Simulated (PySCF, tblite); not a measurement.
# C₅H₁₁PS: geometry, infrared bands and NMR shifts

Wanted: the infrared bands and NMR shifts of C₅H₁₁PS (`C=CCPCSC`), by calculation.

The runs use tblite 0.8.0 and PySCF 2.14.0, with density-fitted response routines of our own; the level of theory stands in each step. All values are computed, except where a source is named. Atoms count from 0, in the outputs and in this text.

## 1. Starting geometry

18 atoms, charge 0, multiplicity 1; geometry from: force field or distance geometry start.

Bonds of the start (Å): C0–C1 1.32, C1–C2 1.48, C2–P3 1.81, P3–C4 1.84, C4–S5 1.81, S5–C6 1.82, C0–H7 1.11, C0–H8 1.08, C1–H9 1.10, C2–H10 1.13, C2–H11 1.12, P3–H12 1.45, C4–H13 1.12, C4–H14 1.11, C6–H15 1.11, C6–H16 1.11, C6–H17 1.10.

## 2. Geometry optimisation with GFN2-xTB

What the job is given:

```
{"job": {"kind": "relax", "xc": "GFN2-xTB", "basis": "xTB"}, "charge": 0, "multiplicity": 1}
C     -1.601100     1.669700     0.263300
C     -2.421800     0.836500    -0.342700
C     -1.985900    -0.357600    -1.104500
P     -0.200900    -0.648500    -1.240500
C      0.643200    -1.082700     0.335800
S      2.402700    -1.350800     0.014100
C      3.250400     0.170100    -0.504700
H     -2.052800     2.521600     0.813600
H     -0.521600     1.605400     0.269400
H     -3.501900     1.008900    -0.256200
H     -2.510100    -0.260400    -2.103000
H     -2.466000    -1.245300    -0.620800
H     -0.016700    -1.763500    -2.147800
H      0.245400    -2.074400     0.674600
H      0.501100    -0.370200     1.171800
H      4.155500     0.267800     0.127100
H      2.530200     0.995300    -0.330400
H      3.541700     0.084400    -1.560200
```

On the command line:

```
$ OMP_NUM_THREADS=1 python probes_run.py task.json out
```

One launch serves the whole session: the jobs run in the order shown.

**Question.** This job is followed by: GFN2-xTB harmonic vibrations, gas phase; GIAO PBE0/pcSseg-1 NMR shielding, non-relativistic, gas phase. What will the session give for the following? strongest single infrared mode (GFN2-xTB); zero-point energy (GFN2-xTB); 13C shifts against TMS (PBE0/pcSseg-1); 1H shifts against TMS (PBE0/pcSseg-1, means over atoms taken as alike); 31P shifts against H3PO4 (PBE0/pcSseg-1); 33S shifts against CS2 (PBE0/pcSseg-1); surface potential, 1st and 99th percentile.

The runs gave:

| quantity | value |
| --- | --- |
| strongest single infrared mode (GFN2-xTB) | 2260 cm⁻¹, 139 km/mol |
| zero-point energy (GFN2-xTB) | 89.5 kcal/mol |
| 13C shifts against TMS (PBE0/pcSseg-1) | 142.6, 122.9, 34.0, 31.2, 20.9 ppm |
| 1H shifts against TMS (PBE0/pcSseg-1, means over atoms taken as alike) | 6.36, 5.75, 5.47, 3.14, 2.67, 2.63, 2.24 ppm |
| 31P shifts against H3PO4 (PBE0/pcSseg-1) | -116.6 ppm |
| 33S shifts against CS2 (PBE0/pcSseg-1) | -57 ppm |
| surface potential, 1st and 99th percentile | -1.10 V and 0.91 V |

In words: The optimisation took 108 steps and gained 1.082 eV; among the close pairs (by a distance rule), C2–P3 changed most, from 1.814 to 1.865 Å. All 48 modes are real, so the xTB geometry is a minimum. The strongest single mode, at 2260 cm⁻¹, moves mainly H12. Unscaled tight-binding wavenumbers are off by several per cent, some by more. Its intensities can rank the bands wrongly. C1 (alkene CH) lies farthest downfield among carbon, at 142.6 ppm; the olefinic region. The most deshielded hydrogen is H9 (hydrogen on an alkene CH), at 6.36 ppm: a vinylic proton, deshielded by the sp2 carbon and the C=C anisotropy. At PBE0/pcSseg-1: The largest span, 323 ppm, is at S5, where the paramagnetic term is -495 ppm.
